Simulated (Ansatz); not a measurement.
# H5NSiTe: search for lower mean-field states in Python

Wanted for H5NSiTe: a search for lower mean-field states.

Computed with Ansatz 0.2.0, driven from Python. Level of theory: B3LYP/def2-SVP.

## Step 1: The system

Bond lengths: N1–Si2 1.739 Å, Si2–Te3 2.470 Å, N1–H4 1.029 Å, N1–H5 1.099 Å, Si2–H6 1.481 Å, Si2–H7 1.490 Å, Te3–H8 1.682 Å. Angles: N1–Si2–Te3 107.4°, N1–Si2–H6 110.7°, N1–Si2–H7 110.6°, Te3–Si2–H6 110.2°, Te3–Si2–H7 109.4°, H6–Si2–H7 108.5°, Si2–N1–H4 107.0°, Si2–N1–H5 107.4°, H4–N1–H5 103.4°, Si2–Te3–H8 90.7°.

The script holds or builds the structure itself.

## Step 2: The code

states_h5nsite.py

```python
"""Does a wider search find a lower mean-field state of H5NSiTe?"""

import ansatz as az
from ase import Atoms
import numpy as np


def main() -> None:
    atoms = Atoms(["N", "Si", "Te", "H", "H", "H", "H", "H"], positions=[
        [-1.0568, 0.259, -0.667],
        [0.4997, 0.3793, 0.0983],
        [1.1374, -1.8907, 0.8348],
        [-0.9282, -0.2935, -1.5252],
        [-1.3164, 1.2586, -1.0432],
        [0.4421, 1.2975, 1.2594],
        [1.518, 0.8927, -0.8605],
        [-0.2036, -1.96, 1.8476],
    ])
    mol = az.Crystal.molecule_from_ase(atoms)
    symbols = [site.symbol for site in mol.cartesian_sites]

    start = np.array([site.position_ang for site in mol.cartesian_sites])
    for factor in [1.0, 1.5]:
        xyz = (start - start.mean(axis=0)) * factor
        scaled = az.Crystal.molecule()
        for symbol, place in zip(symbols, xyz):
            scaled = scaled.atom(symbol, place.tolist())
        calc = scaled.calculation()
        calc = calc.basis(gaussian="def2-SVP")
        calc = calc.functional("b3lyp")
        calc = calc.spin("collinear")
        for search in ("off", "standard"):
            try:
                data = calc.scf(lower_state_search=search).run(threads=1).report
            except az.AnsatzError as error:
                print(f"x{factor} search {search}: {type(error).__name__}")
                continue
            state = data["mean_field"]["state"]
            print(f"all distances x{factor}, search {search:8s} E = {data['free_energy_ev']:.5f} eV  <S^2> = {abs(state['spin_squared']):.3f}  other states met: {len(data['mean_field']['others'])}")


if __name__ == "__main__":
    main()
```

## Step 3: The input behind the calls

The engine receives this input (first run):

```yaml
crystal:
  periodic: [false, false, false]
  atoms:
    - { symbol: "N", position_ang: [-1.068325, 0.2661375, -0.6600250000000001] }
    - { symbol: Si, position_ang: [0.48817499999999997, 0.3864375, 0.10527499999999998] }
    - { symbol: Te, position_ang: [1.125875, -1.8835625, 0.8417749999999999] }
    - { symbol: H, position_ang: [-0.939725, -0.28636249999999996, -1.518225] }
    - { symbol: H, position_ang: [-1.327925, 1.2657375, -1.036225] }
    - { symbol: H, position_ang: [0.430575, 1.3046375000000001, 1.266375] }
    - { symbol: H, position_ang: [1.506475, 0.8998375000000001, -0.8535250000000001] }
    - { symbol: H, position_ang: [-0.215125, -1.9528625, 1.8545749999999999] }
basis:
  gaussian:
    orbitals: def2-SVP
hamiltonian:
  xc: b3lyp
magnetization:
  spin_polarized: true
scf:
  lower_state_search: "off"
```

## Step 4: Running it

Command:

```sh
$ python states_h5nsite.py
```

What it wrote:

```text
all distances x1.0, search off      E = -16742.28475 eV  <S^2> = 0.000  other states met: 0
all distances x1.0, search standard E = -16742.28475 eV  <S^2> = 0.000  other states met: 0
all distances x1.5, search off      E = -16727.54553 eV  <S^2> = 0.000  other states met: 0
all distances x1.5, search standard E = -16727.76708 eV  <S^2> = 1.011  other states met: 12
```

Run time: 45 s. Hardware: 1 thread of Arm Neoverse V1, shared host; peak memory 0.3 GiB.

## Step 5: Inputs of later runs

The engine's inputs for the other runs:

Run 2, against run 1:

```diff
@@ -20 +20 @@
-  lower_state_search: "off"
+  lower_state_search: standard
```

Run 3, against run 1:

```diff
@@ -4,8 +4,8 @@
-    - { symbol: "N", position_ang: [-1.068325, 0.2661375, -0.6600250000000001] }
-    - { symbol: Si, position_ang: [0.48817499999999997, 0.3864375, 0.10527499999999998] }
-    - { symbol: Te, position_ang: [1.125875, -1.8835625, 0.8417749999999999] }
-    - { symbol: H, position_ang: [-0.939725, -0.28636249999999996, -1.518225] }
-    - { symbol: H, position_ang: [-1.327925, 1.2657375, -1.036225] }
-    - { symbol: H, position_ang: [0.430575, 1.3046375000000001, 1.266375] }
-    - { symbol: H, position_ang: [1.506475, 0.8998375000000001, -0.8535250000000001] }
-    - { symbol: H, position_ang: [-0.215125, -1.9528625, 1.8545749999999999] }
+    - { symbol: "N", position_ang: [-1.6024875, 0.39920625000000004, -0.9900375000000001] }
+    - { symbol: Si, position_ang: [0.7322624999999999, 0.57965625, 0.15791249999999996] }
+    - { symbol: Te, position_ang: [1.6888125, -2.82534375, 1.2626624999999998] }
+    - { symbol: H, position_ang: [-1.4095875, -0.42954374999999995, -2.2773375] }
+    - { symbol: H, position_ang: [-1.9918875, 1.8986062499999998, -1.5543375] }
+    - { symbol: H, position_ang: [0.6458625, 1.9569562500000002, 1.8995625] }
+    - { symbol: H, position_ang: [2.2597125, 1.34975625, -1.2802875] }
+    - { symbol: H, position_ang: [-0.3226875, -2.92929375, 2.7818625] }
```

Run 4, against run 1:

```diff
@@ -4,8 +4,8 @@
-    - { symbol: "N", position_ang: [-1.068325, 0.2661375, -0.6600250000000001] }
-    - { symbol: Si, position_ang: [0.48817499999999997, 0.3864375, 0.10527499999999998] }
-    - { symbol: Te, position_ang: [1.125875, -1.8835625, 0.8417749999999999] }
-    - { symbol: H, position_ang: [-0.939725, -0.28636249999999996, -1.518225] }
-    - { symbol: H, position_ang: [-1.327925, 1.2657375, -1.036225] }
-    - { symbol: H, position_ang: [0.430575, 1.3046375000000001, 1.266375] }
-    - { symbol: H, position_ang: [1.506475, 0.8998375000000001, -0.8535250000000001] }
-    - { symbol: H, position_ang: [-0.215125, -1.9528625, 1.8545749999999999] }
+    - { symbol: "N", position_ang: [-1.6024875, 0.39920625000000004, -0.9900375000000001] }
+    - { symbol: Si, position_ang: [0.7322624999999999, 0.57965625, 0.15791249999999996] }
+    - { symbol: Te, position_ang: [1.6888125, -2.82534375, 1.2626624999999998] }
+    - { symbol: H, position_ang: [-1.4095875, -0.42954374999999995, -2.2773375] }
+    - { symbol: H, position_ang: [-1.9918875, 1.8986062499999998, -1.5543375] }
+    - { symbol: H, position_ang: [0.6458625, 1.9569562500000002, 1.8995625] }
+    - { symbol: H, position_ang: [2.2597125, 1.34975625, -1.2802875] }
+    - { symbol: H, position_ang: [-0.3226875, -2.92929375, 2.7818625] }
@@ -20 +20 @@
-  lower_state_search: "off"
+  lower_state_search: standard
```

## Step 6: What each run gave

One row for each of the 4 runs:

| run | search | energy from run 1 (eV) | <S²> | SCF cycles | CPU time (s) |
| --- | --- | --- | --- | --- | --- |
| 1 | off | 0.0000 | 0.00 | 18 | 2.8 |
| 2 | standard | 0.0000 | 0.00 | 16 | 5 |
| 3 | off | 14.7392 | 0.00 | 29 | 3.4 |
| 4 | standard | 14.5177 | 1.01 | 163 | 33 |

## Step 7: Outcome

| quantity | value |
| --- | --- |
| lower state found by the search | 0.222 eV lower at distances × 1.5 |
| runs compared | 4 |

What this shows: Where bonds are stretched, a single start can end above the lowest mean-field state, which breaks spin symmetry. In CPU time, run 4 cost about 12 times as much as run 1. Reading the output:
- The count of other states can hold repeated and symmetry-equivalent ends of the search; scaling all distances is a test, and for more than two atoms no physical path.
- The structure is a rough, unrelaxed start.
- def2 sets replace the cores of elements past krypton by effective core potentials.
- b3lyp holds the VWN-RPA fit, as in Gaussian; the form of ORCA and Turbomole is b3lyp5.
